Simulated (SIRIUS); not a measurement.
**TeW2: equation of state with PBE**

The system is TeW2.

```
Te W
1.0
     0.00000    3.12404    3.12404
     3.12404    0.00000    3.12404
     3.12404    3.12404    0.00000
Te W
1 2
Direct
  0.00000 0.00000 0.00000
  0.25000 0.25000 0.25000
  0.75000 0.75000 0.75000
```

The cell was built by a generator and needn't be a form met in nature.

```yaml
Program: SIRIUS 7.10.0
Task: equation of state
Functional: PBE
Potentials_or_basis: PseudoDojo 0.4.1 PBE standard (scalar relativistic)
Cutoff: 1102 eV
Density_cutoff: 4408 eV
k_mesh: 7 × 7 × 7
Occupations: fermi-dirac, width 0.05 eV
Spin: no spin polarisation
```

- Equilibrium volume: 20.43 Å³/atom
- Bulk modulus: 167 GPa
- Pressure derivative of the bulk modulus: 4.7

Energy against volume, from the lowest point:
```
volume (Å³/atom)  energy (meV/atom)
          19.107              50.14
          19.513              22.87
          19.920               6.61
          20.326               0.00
          20.733               2.07
          21.139              11.90
          21.546              28.63
```

All runs of the series together: 11 min on 1 thread of Arm Neoverse V2, with other jobs on the host.

Spin-orbit coupling is left out, which matters for the levels of Te, W.
